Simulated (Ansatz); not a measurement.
**C₁₁H₁₄HfO: relaxing the structure**

What shape does C₁₁H₁₄HfO take? The plan is to relax it, and look at its orbitals and charge.

Computed with Ansatz 0.2.0, Gaussian basis. Level: RKS PBE0-D4/def2-TZVP.

Plan: relaxation at PBE0-D4/def2-TZVP; a single point in def2-TZVPP for the fields.

1 further run of the same task is left out (for a known fault of the program). Runs told in other sessions of the task aren't counted.

**1. Where the work starts**

SMILES `C[O][HfH]12345678([CH]9[CH]1[CH]2[CH]3[CH]94)[CH]1[CH]5[CH]6[CH]7[CH]18`, 27 atoms, charge 0, spin multiplicity 1.

Atoms are counted from 1 here; the program's logs count them from 0.

Bond lengths: C1–O2 1.390 Å, C1–H14 1.097 Å, C1–H15 1.105 Å, C1–H16 1.104 Å, O2–Hf3 1.906 Å, Hf3–C4 2.369 Å, Hf3–C5 2.500 Å, Hf3–C6 2.738 Å, Hf3–C7 2.767 Å, Hf3–C8 2.562 Å, Hf3–C9 2.601 Å, Hf3–C10 2.679 Å, Hf3–C11 2.578 Å, Hf3–C12 2.447 Å, Hf3–C13 2.465 Å, Hf3–H17 1.734 Å, C4–C5 1.427 Å, C4–C8 1.421 Å and more. Angles: O2–C1–H14 109.5°, O2–C1–H15 111.6°, O2–C1–H16 111.2°, H14–C1–H15 108.0°, H14–C1–H16 107.9°, H15–C1–H16 108.6°, C1–O2–Hf3 119.2°, O2–Hf3–C4 95.8°, O2–Hf3–C5 128.7°, O2–Hf3–C6 125.2°, O2–Hf3–C7 95.9°, O2–Hf3–C8 77.9°, O2–Hf3–C9 133.3°, O2–Hf3–C10 112.2°, O2–Hf3–C11 83.2°, O2–Hf3–C12 81.7°, O2–Hf3–C13 112.7°, O2–Hf3–H17 103.8° and more.

The start is a GFN2-xTB geometry. Hf takes the def2 core potential; no spin-orbit term is included.

**2. Relaxation at PBE0-D4/def2-TZVP**

in.yaml

```yaml
crystal:
  periodic: [false, false, false]
  atoms:
    - {symbol: C, position_ang: [-1.149960, -2.384830, 1.353910]}
    - {symbol: O, position_ang: [-0.633550, -1.824330, 0.191430]}
    - {symbol: Hf, position_ang: [0.120320, -0.075480, 0.259210]}
    - {symbol: C, position_ang: [-1.463540, 0.924570, -1.191840]}
    - {symbol: C, position_ang: [-0.813750, 2.065360, -0.632940]}
    - {symbol: C, position_ang: [-1.289610, 2.234080, 0.676660]}
    - {symbol: C, position_ang: [-2.226570, 1.220630, 0.942320]}
    - {symbol: C, position_ang: [-2.350660, 0.423070, -0.201230]}
    - {symbol: C, position_ang: [2.369410, 0.932740, -0.571690]}
    - {symbol: C, position_ang: [2.798390, -0.126220, 0.248480]}
    - {symbol: C, position_ang: [2.307110, -1.327740, -0.286760]}
    - {symbol: C, position_ang: [1.581540, -1.023160, -1.459920]}
    - {symbol: C, position_ang: [1.623990, 0.384460, -1.638820]}
    - {symbol: H, position_ang: [-1.643690, -3.334800, 1.113540]}
    - {symbol: H, position_ang: [-1.896860, -1.721970, 1.827850]}
    - {symbol: H, position_ang: [-0.350850, -2.594370, 2.085810]}
    - {symbol: H, position_ang: [0.436400, 0.173500, 1.945570]}
    - {symbol: H, position_ang: [-1.499510, 0.668500, -2.244710]}
    - {symbol: H, position_ang: [-0.224980, 2.787850, -1.183150]}
    - {symbol: H, position_ang: [-1.052330, 3.058030, 1.332020]}
    - {symbol: H, position_ang: [-2.814600, 1.131690, 1.843190]}
    - {symbol: H, position_ang: [-3.079980, -0.359330, -0.356530]}
    - {symbol: H, position_ang: [2.691700, 1.961430, -0.490870]}
    - {symbol: H, position_ang: [3.463450, -0.037000, 1.094630]}
    - {symbol: H, position_ang: [2.540610, -2.321880, 0.066770]}
    - {symbol: H, position_ang: [1.218530, -1.743500, -2.180670]}
    - {symbol: H, position_ang: [1.338990, 0.908690, -2.542240]}
basis:
  gaussian: {orbitals: def2-TZVP}
hamiltonian: {xc: pbe0, dispersion: d4}
relax: {f_tol: 0.005, max_steps: 150}
```

Command:

```console
ansatz run in.yaml --threads 11 --pin off --events-out ev --progress --plain --max-ram 174080MiB --backend cuda --devices 0, --max-vram 75GiB
```

After this run come: Fields at the relaxed geometry.

Q: Predict the results of all the runs planned. Wanted: point group; shift from the start; total energy; dispersion term; dipole moment; HOMO, LUMO.

As calculated:

```
                  quantity            value
               point group               C1
                     steps               32
shift from the start (rms)          0.486 Å
              total energy   -14981.0545 eV
           dispersion term         -723 meV
             dipole moment           1.80 D
                HOMO, LUMO  -6.51, -0.51 eV
```

The atoms moved 0.49 Å (rms) from the start; the bond that changed most is Hf3–C7, from 2.767 to 2.537 Å. No vibrations were run, so it is not proven to be a minimum. The largest Mulliken charge, +0.56 e, sits on Hf3. The HOMO lies mostly on O2 17 %; C9, C11 about 15 % each and the LUMO on Hf3 28 %; H17 9 %.
